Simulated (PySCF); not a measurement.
**WNCl: relaxation and vibrations of the triplet**

Aim: relax WNCl as a triplet from a linear start, check by its vibrations whether the end is a minimum, and collect its spectrum and constants.

Computed with PySCF 2.14.0. Level: PBE0, basis W def2-TZVP with ECP60, N def2-TZVP, Cl def2-TZVP, scalar-relativistic core potentials, no spin–orbit coupling, density fitting.

### Step 1. Where the work starts

3 atoms, charge 0, spin multiplicity 3.

Bond lengths: W1–N2 1.800 Å, W1–Cl3 2.360 Å. Angles: N2–W1–Cl3 180.0°.

```xyz
3
charge 0 multiplicity 3
W     0.0000    0.0000    0.0000
N     0.0000    0.0000   -1.8000
Cl    0.0000    0.0000    2.3600
```

### Step 2. Finding the electronic state

The steps below are one call of a driver around PySCF. For each, scf.py gives the equivalent set-up of the SCF; relaxations use the driver's own optimiser. After this first run the driver tries any further starts and a stability analysis.

The input, scf.py:

```python
from pyscf import gto, scf, dft
mol = gto.M(atom='''
W      0.000000     0.000000     0.000000
N      0.000000     0.000000    -1.800000
Cl     0.000000     0.000000     2.360000''',
    basis={'W': 'def2-TZVP', 'N': 'def2-TZVP', 'Cl': 'def2-TZVP'},
    ecp={'W': 'def2-TZVP'},
    charge=0, spin=2)
mf = dft.UKS(mol, xc='PBE0')
mf.grids.atom_grid = (50, 194)
aux = {'W': 'def2-universal-JKFIT', 'N': 'def2-universal-JKFIT', 'Cl': 'def2-universal-JKFIT'}
mf = mf.density_fit(auxbasis=aux)
mf.conv_tol = 1e-08
mf.diis_space = 10
mf.max_cycle = 60
mf.init_guess = 'minao'
mf.verbose = 4
mf.kernel()
```

On the command line:

```sh
OMP_NUM_THREADS=4 python axn.py task.json out
```

After this run come: Linear start, triplet: relaxation; Vibrations and properties at this point; Following the imaginary mode; Frequencies.

What does the calculation give? Wanted: minimum; geometry; wavenumbers; dipole moment; highest occupied, lowest empty level; polar-tensor charge of W1; zero-point energy; atomisation energy; ⟨S²⟩.

**Answer**, as computed:

| quantity | value |
| --- | --- |
| minimum | triplet, Cs |
| geometry | W–Cl 2.270 Å, W–N 1.655 Å; Cl–W–N 108.7° |
| wavenumbers (cm⁻¹) | 218 (a'), 397 (a'), 1134 (a') |
| dipole moment | 4.37 D |
| highest occupied, lowest empty level (either spin) | -6.67, -3.48 eV |
| polar-tensor charge of W1 | +1.12 e |
| zero-point energy | 10.5 kJ/mol |
| entropy at 298.15 K | 304.3 J/(mol K) |
| atomisation energy (no zero-point energy) | 1010 kJ/mol |
| ⟨S²⟩ | 2.041 |

**Reading.** From C∞v at the start the molecule goes to a Cs minimum, after a stop at a second-order saddle point 94.3 kJ/mol higher, from which it was pushed off along an imaginary mode. The strongest infrared band lies at 1134 cm⁻¹ (a', stretch). Most of the spin sits on W1 (Mulliken spin 2.32, against 2 for the whole molecule). The first SCF alone would have been 49 kJ/mol too high. Only this shape and spin were tried, so other structures or states may lie lower. One determinant may miss the lowest occupation of an open d or f shell. Spin–orbit coupling, left out here, can matter for elements this heavy.
